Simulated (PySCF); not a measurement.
# C6H7N2PS: excited-state relaxation, vibronic structure

What do calculations give for the excited-state relaxation, vibronic structure of C6H7N2PS (`N#CCP(N)c1ccsc1`)?

Computed with PySCF 2.14.0 and routines of our own; the level stands in each step. Atoms count from 0.

## 1. The starting structure

17 atoms, charge 0, multiplicity 1; geometry from: GFN2-xTB.

## 2. Geometry optimisation at BHandHLYP/6-31G*

Job settings and geometry (Å):

```
{"job": {"xc": "BHandHLYP", "basis": "6-31G*", "grid": 1, "kind": "geom"}, "charge": 0, "multiplicity": 1}
N     -1.025469    -3.078888     0.418274
C     -1.369156    -1.998222     0.570663
C     -1.772308    -0.637068     0.731719
P     -1.263834     0.353182    -0.794951
N     -1.304979     1.876735     0.010376
C      0.524619     0.055137    -0.632968
C      1.392952     0.647739     0.323141
C      2.661758     0.188049     0.216373
S      2.834484    -0.974722    -1.041161
C      1.173168    -0.832325    -1.437572
H     -2.858370    -0.582348     0.847553
H     -1.278892    -0.190881     1.599859
H     -0.806374     2.571625    -0.538761
H     -2.264906     2.199776     0.103455
H      1.072438     1.377627     1.044512
H      3.517726     0.456047     0.803414
H      0.760145    -1.419433    -2.233838
```

Command:

```bash
> OMP_NUM_THREADS=4 python excited_run.py task.json out
```

One launch serves the whole session: the jobs run in the order shown.

The program printed:

```text
step   0  E = -1081.60528213  max force = 0.017320
step   1  E = -1081.60771221  max force = 0.001743
step   2  E = -1081.60792491  max force = 0.001716
step   3  E = -1081.60821195  max force = 0.004229
step   4  E = -1081.60850464  max force = 0.001992
step   5  E = -1081.60864488  max force = 0.001197
step   6  E = -1081.60878099  max force = 0.002327
step   7  E = -1081.60899292  max force = 0.002817
step   8  E = -1081.60965011  max force = 0.013220
step   9  E = -1081.61032938  max force = 0.004546
step  10  E = -1081.61174119  max force = 0.004657
step  11  E = -1081.60479238  max force = 0.021745
step  12  E = -1081.61177025  max force = 0.004263
step  13  E = -1081.61293665  max force = 0.002368
step  14  E = -1081.61317482  max force = 0.000857
step  15  E = -1081.61321658  max force = 0.000734
step  16  E = -1081.61324498  max force = 0.000289
step  17  E = -1081.61326009  max force = 0.000243
step  18  E = -1081.61327173  max force = 0.000392
optimisation converged
```

Wall time 92 s (4 threads of AMD EPYC 7R43, shared host); peak memory 1.1 GiB.

Along the way: (the energy doesn't fall at every step)

| step | energy from step 0 (eV) | largest force component (eV/Å) |
| --- | --- | --- |
| 0 | 0.0000 | 0.8906 |
| 1 | -0.0661 | 0.0896 |
| 2 | -0.0719 | 0.0882 |
| 3 | -0.0797 | 0.2175 |
| 4 | -0.0877 | 0.1024 |
| 5 | -0.0915 | 0.0616 |
| 6 | -0.0952 | 0.1197 |
| 7 | -0.1010 | 0.1449 |
| 8 | -0.1189 | 0.6798 |
| 9 | -0.1373 | 0.2338 |
| 10 | -0.1758 | 0.2395 |
| 11 | 0.0133 | 1.1182 |
| 12 | -0.1766 | 0.2192 |
| 13 | -0.2083 | 0.1218 |
| 14 | -0.2148 | 0.0441 |
| 15 | -0.2159 | 0.0377 |
| 16 | -0.2167 | 0.0149 |
| 17 | -0.2171 | 0.0125 |
| 18 | -0.2174 | 0.0202 |

Distances of close pairs at the start and the end, largest changes first:

| bond | before (Å) | after (Å) | change (Å) |
| --- | --- | --- | --- |
| C1–C2 | 1.429 | 1.453 | +0.025 |
| C2–P3 | 1.889 | 1.874 | -0.015 |
| P3–N4 | 1.724 | 1.708 | -0.015 |
| N4–H13 | 1.017 | 1.004 | -0.013 |
| C5–C6 | 1.421 | 1.434 | +0.013 |
| N4–H12 | 1.016 | 1.007 | -0.010 |
| C2–H10 | 1.094 | 1.087 | -0.007 |
| C2–H11 | 1.094 | 1.088 | -0.006 |

The final coordinates are the input of the step that follows.

| at the end point | value |
| --- | --- |
| point group (found at 0.08 Å tolerance) | C1 |
| rotational constants (GHz, main isotopes) | 1.440, 0.698, 0.559 |
| dipole moment (D) | 5.24 |

## 3. Excited-state relaxation: TDDFT BHandHLYP/6-31G*

Job settings and geometry (Å):

```
{"job": {"kind": "xopt", "state": "S1", "method": "TDDFT", "freq": false, "xc": "BHandHLYP", "basis": "6-31G*", "grid": 1}, "charge": 0, "multiplicity": 1}
N     -1.268421    -3.182528     0.841487
C     -1.474760    -2.054932     0.880833
C     -1.734347    -0.625119     0.897440
P     -1.293774     0.195925    -0.728406
N     -1.607382     1.800602    -0.233426
C      0.519358     0.020005    -0.664583
C      1.410637     0.465086     0.366526
C      2.708053     0.189322     0.102214
S      2.890313    -0.622788    -1.403884
C      1.197005    -0.582263    -1.678885
H     -2.794124    -0.450453     1.061309
H     -1.193730    -0.172046     1.725910
H     -0.972805     2.245495     0.409352
H     -1.835451     2.421084    -0.989418
H      1.094054     0.964320     1.267240
H      3.567154     0.410172     0.707236
H      0.782547    -1.009532    -2.572871
```

Level: TDDFT BHandHLYP/6-31G* excited-state geometry optimisation, gas phase.

The program printed:

```text
final grid: 71352 points
cycle   1  E = -1081.5242904012  dE =  2.044e+00  |g| = 5.536e-01  |ddm| = 4.493e+00
cycle   2  E = -1081.4800882542  dE =  4.420e-02  |g| = 7.733e-01  |ddm| = 1.229e+00
cycle   3  E = -1081.6105212892  dE = -1.304e-01  |g| = 1.027e-01  |ddm| = 7.141e-01
cycle   4  E = -1081.6125304754  dE = -2.009e-03  |g| = 5.519e-02  |ddm| = 1.308e-01
cycle   5  E = -1081.6132188480  dE = -6.884e-04  |g| = 1.321e-02  |ddm| = 6.746e-02
cycle   6  E = -1081.6132672061  dE = -4.836e-05  |g| = 3.828e-03  |ddm| = 2.195e-02
cycle   7  E = -1081.6132711586  dE = -3.952e-06  |g| = 1.371e-03  |ddm| = 5.230e-03
cycle   8  E = -1081.6132716783  dE = -5.197e-07  |g| = 3.534e-04  |ddm| = 1.830e-03
cycle   9  E = -1081.6132717273  dE = -4.901e-08  |g| = 1.286e-04  |ddm| = 6.543e-04
cycle  10  E = -1081.6132717337  dE = -6.371e-09  |g| = 5.018e-05  |ddm| = 2.554e-04
cycle  11  E = -1081.6132717346  dE = -9.491e-10  |g| = 2.277e-05  |ddm| = 8.905e-05
converged SCF energy = -1081.6132717346

vertical S1 at the ground-state geometry: 6.0715 eV
step    E(state)/Eh    max force   excitation/eV  root
  0   -1081.38999691   0.069880     5.9864      1
  1   -1081.39363506   0.166992     5.2986      1
  2   -1081.40617331   0.040492     5.1171      1
  3   -1081.40797171   0.012412     5.0550      1
  4   -1081.40904437   0.030364     4.9380      1
  5   -1081.41184333   0.054491     4.4662      1
  6   -1081.41479520   0.046893     3.4307      1
  7   -1081.41365762   0.047945     3.8173      1
  8   -1081.41820825   0.006492     3.8056      1
  9   -1081.41957267   0.004800     3.6370      1
 10   -1081.42079359   0.004655     3.4930      1
 11   -1081.42197943   0.003230     3.3266      1
 12   -1081.42319583   0.004008     3.1936      1
 13   -1081.42428413   0.004262     3.0753      1
 14   -1081.42512594   0.004414     3.1290      1
 15   -1081.42587900   0.004179     3.3488      1
 16   -1081.42627983   0.004091     3.5497      1
 17   -1081.42661524   0.004646     3.6902      1
 18   -1081.42640284   0.016314     3.7661      1
 19   -1081.42789147   0.006540     3.7714      1
 20   -1081.42913447   0.008089     3.6233      1
 21   -1081.42932302   0.030658     2.7637      1
 22   -1081.43064026   0.012769     3.1673      1
 23   -1081.42849682   0.017347     2.9742      1
 24   -1081.43051111   0.015204     3.0427      1
 25   -1081.43094670   0.011405     3.0206      1
 26   -1081.43160952   0.006880     2.9258      1
 27   -1081.43251210   0.005649     2.7643      1
 28   -1081.43335488   0.004051     2.4310      1
 29   -1081.43371575   0.008619     2.2824      1
 30   -1081.43423549   0.005716     1.9537      1
 31   -1081.43468764   0.006052     2.0036      1
 32   -1081.43550941   0.008415     1.7426      1
 33   -1081.43571327   0.006611     1.3044      1
 34   -1081.43685989   0.007123     1.4925      1
 35   -1081.43765699   0.005673     1.5350      1
 36   -1081.43815319   0.005158     1.7600      1
 37   -1081.43899371   0.005901     1.7193      1
 38   -1081.43924974   0.002285     1.7582      1
 39   -1081.43962080   0.002792     1.9085      1
 40   -1081.44062163   0.005582     2.2205      1
optimisation not converged
```

Run time: 8.9 min. Hardware: 4 threads of AMD EPYC 7R43, shared host; peak memory 1.4 GiB.

Diagnosis: The run did not converge. Numbers from the part that failed are no properties of the molecule.

## 4. Excited-state relaxation: UKS BHandHLYP/6-31G*

Settings changed since step 3:

```diff
@@ -1,2 +1,2 @@
-{"job": {"kind": "xopt", "state": "S1", "method": "TDDFT", "freq": false, "xc": "BHandHLYP", "basis": "6-31G*", "grid": 1}, "charge": 0, "multiplicity": 1}
+{"job": {"kind": "xopt", "state": "T1", "method": "UKS", "freq": false, "xc": "BHandHLYP", "basis": "6-31G*", "grid": 1}, "charge": 0, "multiplicity": 1}
 N     -1.268421    -3.182528     0.841487
```

With the program's defaults for keys left out, this is: UKS BHandHLYP/6-31G* excited-state geometry optimisation, gas phase.

The program printed:

```text
final grid: 71352 points
cycle   1  E = -1081.5242904012  dE =  2.044e+00  |g| = 5.536e-01  |ddm| = 4.493e+00
cycle   2  E = -1081.4800882542  dE =  4.420e-02  |g| = 7.733e-01  |ddm| = 1.229e+00
cycle   3  E = -1081.6105212892  dE = -1.304e-01  |g| = 1.027e-01  |ddm| = 7.141e-01
cycle   4  E = -1081.6125304754  dE = -2.009e-03  |g| = 5.519e-02  |ddm| = 1.308e-01
cycle   5  E = -1081.6132188480  dE = -6.884e-04  |g| = 1.321e-02  |ddm| = 6.746e-02
cycle   6  E = -1081.6132672061  dE = -4.836e-05  |g| = 3.828e-03  |ddm| = 2.195e-02
cycle   7  E = -1081.6132711586  dE = -3.952e-06  |g| = 1.371e-03  |ddm| = 5.230e-03
cycle   8  E = -1081.6132716783  dE = -5.197e-07  |g| = 3.534e-04  |ddm| = 1.830e-03
cycle   9  E = -1081.6132717273  dE = -4.901e-08  |g| = 1.286e-04  |ddm| = 6.543e-04
cycle  10  E = -1081.6132717337  dE = -6.371e-09  |g| = 5.018e-05  |ddm| = 2.554e-04
cycle  11  E = -1081.6132717346  dE = -9.491e-10  |g| = 2.277e-05  |ddm| = 8.905e-05
converged SCF energy = -1081.6132717346

vertical T1 at the ground-state geometry: 3.9050 eV
step    E(state)/Eh    max force   <S^2>
  0   -1081.46913048   0.148668    2.0394
  1   -1081.48431948   0.169061    2.0181
  2   -1081.49655383   0.050703    2.0128
  3   -1081.49825040   0.013261    2.0115
  4   -1081.49859758   0.010933    2.0109
  5   -1081.49877961   0.010955    2.0117
  6   -1081.49891566   0.002811    2.0125
  7   -1081.49902601   0.005256    2.0149
  8   -1081.49917037   0.005806    2.0203
  9   -1081.49927781   0.017221    2.0435
 10   -1081.49982836   0.007209    2.0347
 11   -1081.50100525   0.005753    2.0381
 12   -1081.50151876   0.003248    2.0366
 13   -1081.50224796   0.011400    2.0347
 14   -1081.50297652   0.008200    2.0351
 15   -1081.50363791   0.006010    2.0385
 16   -1081.50471651   0.008129    2.0503
 17   -1081.50517473   0.011037    2.0520
 18   -1081.50596413   0.006196    2.0519
 19   -1081.50627575   0.004840    2.0544
 20   -1081.50656581   0.002934    2.0515
 21   -1081.50661902   0.001708    2.0507
 22   -1081.50665410   0.000506    2.0492
 23   -1081.50665790   0.000365    2.0491
optimisation converged
vertical emission 1.4085 eV, adiabatic 2.9011 eV, Stokes shift 2.4965 eV, reorganisation 1.0039 (excited) and 1.4926 eV (ground)
```

Wall time 5 min (4 threads of AMD EPYC 7R43, shared host); peak memory 1.1 GiB.

Warnings kept with the result: 1 SCF or response steps did not converge.

In short:

| quantity | value |
| --- | --- |
| vertical gap at the ground-state geometry, T1 | 3.90 eV |
| adiabatic energy, T1 | 2.90 eV |
| vertical gap at the relaxed geometry, T1 | 1.41 eV |
| difference of the two gaps, T1 | 2.50 eV |
| geometry moved (RMSD), T1 | 1.102 Å |

Bonds of the start that changed most:

| bond | start (Å) | end (Å) |
| --- | --- | --- |
| C9–C5 | 1.360 | 1.508 |
| C5–C6 | 1.434 | 1.365 |
| C6–C7 | 1.353 | 1.407 |
| S8–C9 | 1.716 | 1.770 |
| C7–S8 | 1.721 | 1.768 |
| P3–C5 | 1.823 | 1.805 |

Mulliken spin populations:

N0 0.00; C1 0.00; C2 0.01; P3 0.01; N4 0.02; C5 0.45; C6 -0.28; C7 0.80; S8 0.07; C9 0.97; H10 0.00; H11 0.00; H12 0.00; H13 0.00; H14 0.01; H15 -0.04; H16 -0.02

## 5. Vibronic structure: TDDFT BHandHLYP/6-31G*

Settings changed since step 4:

```diff
@@ -1,2 +1,2 @@
-{"job": {"kind": "xopt", "state": "T1", "method": "UKS", "freq": false, "xc": "BHandHLYP", "basis": "6-31G*", "grid": 1}, "charge": 0, "multiplicity": 1}
+{"job": {"kind": "vib", "tda": false, "freq": false, "xc": "BHandHLYP", "basis": "6-31G*", "grid": 1}, "charge": 0, "multiplicity": 1}
 N     -1.268421    -3.182528     0.841487
```

Level: TDDFT BHandHLYP/6-31G* vertical-gradient vibronic structure (displaced harmonic oscillators, Condon), gas phase.

The program printed:

```text
final grid: 71352 points
cycle   1  E = -1081.5242904012  dE =  2.044e+00  |g| = 5.536e-01  |ddm| = 4.493e+00
cycle   2  E = -1081.4800882542  dE =  4.420e-02  |g| = 7.733e-01  |ddm| = 1.229e+00
cycle   3  E = -1081.6105212892  dE = -1.304e-01  |g| = 1.027e-01  |ddm| = 7.141e-01
cycle   4  E = -1081.6125304754  dE = -2.009e-03  |g| = 5.519e-02  |ddm| = 1.308e-01
cycle   5  E = -1081.6132188480  dE = -6.884e-04  |g| = 1.321e-02  |ddm| = 6.746e-02
cycle   6  E = -1081.6132672061  dE = -4.836e-05  |g| = 3.828e-03  |ddm| = 2.195e-02
cycle   7  E = -1081.6132711586  dE = -3.952e-06  |g| = 1.371e-03  |ddm| = 5.230e-03
cycle   8  E = -1081.6132716783  dE = -5.197e-07  |g| = 3.534e-04  |ddm| = 1.830e-03
cycle   9  E = -1081.6132717273  dE = -4.901e-08  |g| = 1.286e-04  |ddm| = 6.543e-04
cycle  10  E = -1081.6132717337  dE = -6.371e-09  |g| = 5.018e-05  |ddm| = 2.554e-04
cycle  11  E = -1081.6132717346  dE = -9.491e-10  |g| = 2.277e-05  |ddm| = 8.905e-05
converged SCF energy = -1081.6132717346

Singlet excitations (eV, f): 6.071 (0.0540)  6.208 (0.0946)  6.350 (0.0531)  6.697 (0.0002)  6.786 (0.0003)  7.067 (0.0537)

State S1  6.0715 eV  f = 0.05399  H->L 0.91
  relaxed dipole 5.370 D, largest gradient of the excitation energy 0.0785 Eh/bohr
  mode    cm-1        S   lambda/meV  Raman
   35   1439.9    1.3735     245.2   1.000
    4    126.6    7.9119     124.2   0.045
   15    611.6    1.3601     103.1   0.179
    3     95.5    7.5702      89.6   0.024
   14    563.7    1.0176      71.1   0.114
    8    277.5    0.9071      31.2   0.025
    9    324.6    0.6475      26.1   0.024
   11    408.7    0.4607      23.3   0.027
   33   1336.6    0.0600       9.9   0.038
   18    753.5    0.1062       9.9   0.021
   30   1089.5    0.0415       5.6   0.017
   20    802.3    0.0455       4.5   0.010
  reorganisation energy 0.7692 eV, total S 21.832, 0-0 5.3023 eV

State S2  6.2076 eV  f = 0.09461  H-1->L 0.86
  relaxed dipole 5.446 D, largest gradient of the excitation energy 0.0428 Eh/bohr
  mode    cm-1        S   lambda/meV  Raman
    7    257.2    2.6420      84.3   0.262
   35   1439.9    0.3219      57.5   1.000
   23    865.0    0.4728      50.7   0.530
    9    324.6    0.8420      33.9   0.133
   30   1089.5    0.1867      25.2   0.332
   12    433.0    0.3328      17.9   0.093
   20    802.3    0.1134      11.3   0.109
   11    408.7    0.2099      10.6   0.053
   17    743.6    0.0770       7.1   0.064
   33   1336.6    0.0368       6.1   0.099
    6    195.7    0.2365       5.7   0.014
    4    126.6    0.3066       4.8   0.007
  reorganisation energy 0.3494 eV, total S 6.525, 0-0 5.8582 eV
  absorption maximum 6.154 eV, width 0.432 eV

State S6  7.0668 eV  f = 0.05371  H-3->L 0.41, H-3->L+1 0.15, H-2->L 0.14
  relaxed dipole 7.034 D, largest gradient of the excitation energy 0.0543 Eh/bohr
  mode    cm-1        S   lambda/meV  Raman
    6    195.7   13.5095     327.7   0.818
    7    257.2    9.5521     304.6   1.000
   20    802.3    0.7661      76.2   0.780
   16    685.3    0.6970      59.2   0.518
    9    324.6    1.3061      52.6   0.218
   19    772.9    0.5465      52.4   0.517
   35   1439.9    0.2184      39.0   0.717
    4    126.6    1.4551      22.8   0.037
   23    865.0    0.1854      19.9   0.220
   26    920.9    0.1716      19.6   0.230
    8    277.5    0.4766      16.4   0.058
   11    408.7    0.2658      13.5   0.070
  reorganisation energy 1.0918 eV, total S 30.391, 0-0 5.9750 eV

State T1  3.8131 eV  f = 0.00000  H->L 0.82
  relaxed dipole 5.571 D, largest gradient of the excitation energy 0.1065 Eh/bohr
  mode    cm-1        S   lambda/meV  Raman
   35   1439.9    2.3021     411.0   1.000
    4    126.6   10.2339     160.6   0.034
   15    611.6    1.1285      85.6   0.088
   14    563.7    0.9454      66.1   0.063
    3     95.5    4.7686      56.5   0.009
   11    408.7    0.9609      48.7   0.034
   33   1336.6    0.1585      26.3   0.059
    9    324.6    0.5588      22.5   0.012
    8    277.5    0.5790      19.9   0.009
   23    865.0    0.1421      15.2   0.022
   18    753.5    0.0676       6.3   0.008
   12    433.0    0.1161       6.2   0.005
  reorganisation energy 0.9563 eV, total S 22.378, 0-0 2.8568 eV
```

Wall time 35 s (4 threads of AMD EPYC 7R43, shared host); peak memory 1.4 GiB.

The fields below are evaluated on a grid from the run's orbitals.

Frontier orbitals at BHandHLYP/6-31G*, with the share of their density that lies nearest to each atom:

| orbital | energy (eV) | lies on |
| --- | --- | --- |
| HOMO | -7.95 | C7, C9 about 27 % each; C5 17 %; C6 9 % |
| LUMO | 0.56 | C9 26 %; S8 19 %; C7 16 % |

ELF in a plane through or near 5 of the atoms.

Ten even steps from ' ' (0.00) to '@' (1.00):
```
                                                        
                                                        
                                                        
                                                        
                              ....                      
                            ==%%%%++====--              
                            ++@@@@%%%%%%##::            
            ..----====--..    ++**##%%%%**              
          ..==********##**::  ......                    
          ::**##++**++%%%%==::::==++====##@@%%::        
        ..==##%%**----####++::..##**::%%@@@@@@##        
      ..--==**##++..  ::==--  ..======**@@@@@@++        
      ..==****++::            --**##%%##..              
        ::==++==..          ::****++::**==              
            ....          ..==**####%%##++::            
                          ..++####::****==..            
                            ++%%@@@@@@##--              
                              ==**##**--                
                                                        
                                                        
```
The map spans 11.8 Å across and 11.6 Å up, centred on the molecule. Atoms in the plane (x, y in Å): N0 (1.5, -3.2), C1 (1.7, -2.1), C2 (1.9, -0.6), H10 (3.0, -0.4), H12 (1.0, 2.2).

On the surface of density 0.002 e/bohr³ the electrostatic potential runs, from the 1st to the 99th percentile, from -1.97 V near N0 to 2.03 V near H12.

## 6. Results

| quantity | value |
| --- | --- |
| point group | C1 |
| rotational constants (main isotopes) | 1.44, 0.70, 0.56 GHz |
| vertical gap at the ground-state geometry, T1 (step 4, UKS BHandHLYP/6-31G*) | 3.90 eV |
| adiabatic energy, T1 (step 4, UKS BHandHLYP/6-31G*) | 2.90 eV |
| vertical gap at the relaxed geometry, T1 (step 4, UKS BHandHLYP/6-31G*) | 1.41 eV |
| difference of the two gaps, T1 (step 4, UKS BHandHLYP/6-31G*) | 2.50 eV |
| S1: vertical, reorganisation, 0-0, total S (step 5, TDDFT BHandHLYP/6-31G*, modes from GFN2-xTB) | 6.07, 0.77, 5.30 eV; 21.8 |
| S2: vertical, reorganisation, 0-0, total S (step 5, TDDFT BHandHLYP/6-31G*, modes from GFN2-xTB) | 6.21, 0.35, 5.86 eV; 6.5 |
| S6: vertical, reorganisation, 0-0, total S (step 5, TDDFT BHandHLYP/6-31G*, modes from GFN2-xTB) | 7.07, 1.09, 5.97 eV; 30.4 |
| surface potential, 1st and 99th percentile | -1.97 V and 2.03 V |
| runs | 1 failed, 0 ended on unsound input |

In words: Relaxing lowered the energy by 0.217 eV in 18 steps; the close pair that moved most is C1–C2, from 1.429 to 1.453 Å. In steps 4, 5 the harmonic model is doubtful. Where no frequencies were run, the relaxed excited state may be a saddle. In step 4 (excited-state relaxation), among the bonds C9–C5 changes most, from 1.360 to 1.508 Å. The atoms move far more than that, so angles or torsions carry the main change. Where the total S runs above about 15, the geometry moves far on excitation and the harmonic model is stretched, so its 0-0 value is in doubt. The vibronic model keeps the ground-state modes (from xTB) and shifts them along the gradient alone, so it can miss much of the relaxation that a full optimisation finds.
